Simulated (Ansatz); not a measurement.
# EuMnBi2: the cost of one run

Program: Ansatz 0.2.0. Level of theory: DFT r²SCAN, scalar-relativistic, plane waves, PAW. These are calculated values, not measurements.

4 further runs of the same task are left out: 4 that didn't finish. Runs told in other sessions of the task aren't counted.

## Step 1: The system as given

It takes space group I4/mmm (No. 139, tetragonal). Conventional cell: a = 4.552 Å, b = 4.552 Å, c = 22.491 Å, α = 90.00°, β = 90.00°, γ = 90.00°. Eu (site symmetry 4mm) is surrounded by 8 Bi at 3.44 to 3.47 Å and 4 Mn at 3.77 Å. Mn (site symmetry -4m2) has 4 Bi at 2.90 Å and 4 Mn at 3.22 Å in its first shell of neighbours. Around Bi (site symmetry 4mm) lie 4 Mn at 2.90 Å and 4 Eu at 3.44 Å. Around Bi (site symmetry mmm) lie 4 Bi at 3.22 Å and 4 Eu at 3.47 Å.

Coordinates:

```cif
data_structure
_symmetry_space_group_name_H-M 'P 1'
_symmetry_Int_Tables_number 1
_cell_length_a 11.6972
_cell_length_b 11.6972
_cell_length_c 11.6972
_cell_angle_alpha 157.559
_cell_angle_beta 157.559
_cell_angle_gamma 31.946
_cell_volume 233.04
loop_
_atom_site_label
_atom_site_type_symbol
_atom_site_fract_x
_atom_site_fract_y
_atom_site_fract_z
_atom_site_occupancy
Eu1 Eu 0.11633 0.11633 0.00000 1
Eu2 Eu 0.88367 0.88367 0.00000 1
Mn1 Mn 0.75000 0.25000 0.50000 1
Mn2 Mn 0.25000 0.75000 0.50000 1
Bi1 Bi 0.33007 0.33007 0.00000 1
Bi2 Bi 0.66993 0.66993 0.00000 1
Bi3 Bi 0.50000 0.00000 0.50000 1
Bi4 Bi 0.00000 0.50000 0.50000 1
```

An earlier run at r²SCAN left this cell at 29.129 Å³/atom and 0.01 GPa (10×10×10 mesh). The large moments point both ways.

## Step 2: Antiferromagnetic, in the cell as typed

input.yaml reads:

```yaml
crystal:
  lattice:
    - [-2.2760899428, 2.2760899428, 11.2456377971]
    - [2.2760899428, -2.2760899428, 11.2456377971]
    - [2.2760899428, 2.2760899428, -11.2456377971]
  atoms:
    - { symbol: Eu, position: [0.1163256192, 0.1163256192, 0.0], spin: 7.0 }
    - { symbol: Eu, position: [0.8836743808, 0.8836743808, 0.0], spin: -7.0 }
    - { symbol: Mn, position: [0.75, 0.25, 0.5], spin: 3.5 }
    - { symbol: Mn, position: [0.25, 0.75, 0.5], spin: -3.5 }
    - { symbol: Bi, position: [0.330065146, 0.330065146, 0.0] }
    - { symbol: Bi, position: [0.669934854, 0.669934854, 0.0] }
    - { symbol: Bi, position: [0.5, 0.0, 0.5] }
    - { symbol: Bi, position: [0.0, 0.5, 0.5] }
basis:
  ecutwfc: 500
  ecutrho_ratio: 4
kpoints:
  mp_grid: { grid: [10, 10, 10] }
hamiltonian:
  xc: r2scan
scf:
  occupations: { method: gaussian, width: 0.05 }
  lower_state_search: "off"
output:
  forces: true
  stress: true
  eigenvalues: true
  populations: true
magnetization:
  spin_polarized: true
```

The run is started by

```
> ansatz run input.yaml --threads 8 --pin off --max-ram 22528MiB --backend cpu --events-out ev --progress --plain --runs-dir out
```

What time and memory should one allow on 8 threads of Arm Neoverse V1, shared host?

About 7.3 min, with a peak of 6.2 GiB.
